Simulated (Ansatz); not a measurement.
Run this with Ansatz 0.2.0 through its Python package and show what comes out.

Script `scan.py`:
```python
'''Stretching a bond of CH5BOSi, the rest held rigid.'''

import ansatz
import matplotlib.pyplot as plt
import numpy as np

mol = (
    ansatz.Crystal.molecule()
    .atom('Si', (-0.5756, 0.9842, -1.0159))
    .atom('B', (0.5233, -0.2211, -0.0913))
    .atom('C', (0.4808, -1.2296, 1.0963))
    .atom('O', (1.6947, -0.4439, 0.9032))
    .atom('H', (-1.6524, 0.2761, -1.783))
    .atom('H', (-1.2678, 1.9396, -0.0556))
    .atom('H', (0.2054, 1.8251, -1.9659))
    .atom('H', (0.7331, -2.2775, 0.8449))
    .atom('H', (-0.0529, -0.8992, 2.0501))
)

symbols = [site.symbol for site in mol.cartesian_sites]
start = np.array([site.position_ang for site in mol.cartesian_sites])
axis = (start[8] - start[2]) / np.linalg.norm(start[8] - start[2])
moving = [8]
lengths, energies = [1.005, 1.05, 1.096, 1.142, 1.187, 1.233, 1.279, 1.347], []
for length in lengths:
    xyz = start.copy()
    xyz[moving] += (length - np.linalg.norm(start[8] - start[2])) * axis
    point = ansatz.Crystal.molecule()
    for symbol, place in zip(symbols, xyz):
        point = point.atom(symbol, place.tolist())
    setup = point.calculation()
    setup = setup.basis(gaussian='cc-pVDZ')
    setup = setup.functional('R2SCAN0')
    r = setup.run(threads=1, pin='off').report
    energies.append(r['free_energy_ev'])
    print(f'r = {length:6.3f} A  E = {energies[-1]:.5f} eV  <S^2> = {abs(r["mean_field"]["state"]["spin_squared"]):.3f}')

# quartic fit about the minimum
fit = np.polynomial.Polynomial.fit(lengths, np.array(energies) - min(energies), 4).convert()
roots = [r.real for r in fit.deriv().roots() if abs(r.imag) < 1e-9 and fit.deriv(2)(r.real) > 0]
r_e = min(roots, key=lambda r: abs(r - lengths[int(np.argmin(energies))]))
print(f'minimum of the fit at {r_e:.4f} A, force constant {fit.deriv(2)(r_e):.2f} eV/A^2')
plt.figure(figsize=(4.5, 3))
plt.plot(lengths, np.array(energies) - min(energies), 'o-')
plt.xlabel('bond length (A)')
plt.ylabel('E - E(min) (eV)')
plt.tight_layout()
plt.savefig('scan.png', dpi=100)
```

Output of `python scan.py`:
```text
r =  1.005 A  E = -11713.97058 eV  <S^2> = 0.000
r =  1.050 A  E = -11714.09408 eV  <S^2> = 0.000
r =  1.096 A  E = -11714.12692 eV  <S^2> = 0.000
r =  1.142 A  E = -11714.08724 eV  <S^2> = 0.000
r =  1.187 A  E = -11713.99505 eV  <S^2> = 0.000
r =  1.233 A  E = -11713.85983 eV  <S^2> = 0.000
r =  1.279 A  E = -11713.69399 eV  <S^2> = 0.000
r =  1.347 A  E = -11713.41056 eV  <S^2> = 0.000
minimum of the fit at 1.0920 A, force constant 35.15 eV/A^2
```

Notes:
- Total energies depend on the basis set; only differences at equal settings carry meaning.
- The rest of the molecule is held rigid at a force-field or estimated start geometry, and the basis set is modest; single-reference methods fail as a bond breaks.
- The orbitals are restricted, so S² is zero by construction.
- The whole script took 28 s on 1 thread of Arm Neoverse V2 (shared host), peak memory 0.27 GiB.
